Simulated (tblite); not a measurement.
# CH4ClFGeO: the cost of one run

Computed with tblite 0.8.0 and PySCF 2.14.0; each step states its level. No surroundings beyond the atoms listed, unless a continuum is named. Atoms count from 0, parts from 1.

### Step 1. Starting point

9 atoms, charge 0, multiplicity 1; geometry: distance geometry start.

### Step 2. Relaxing the cluster with GFN2-xTB

What the job is given:

```
{"job": {"kind": "relax", "xc": "GFN2-xTB", "basis": "xTB"}, "charge": 0, "multiplicity": 1}
Ge     1.087466    -0.375346     0.042631
C     -0.268372     0.957035    -0.100583
O      0.346483    -2.078549    -0.044379
F      2.272968    -0.222936    -1.269770
Cl     2.135574    -0.158374     1.994836
H     -0.827321     0.995006     0.774633
H      0.181948     1.897552    -0.274412
H     -0.899563     0.731320    -0.895399
H     -0.603159    -2.238345    -0.227147
```

Method: GFN2-xTB geometry optimisation, gas phase.

On the command line:

```sh
$ OMP_NUM_THREADS=1 python cluster_run.py task.json out
```

This one command runs all jobs of the session in turn.

Q: Estimate the wall time of this first job on 1 thread of Arm Neoverse V1, shared host.

About 1.4 s.
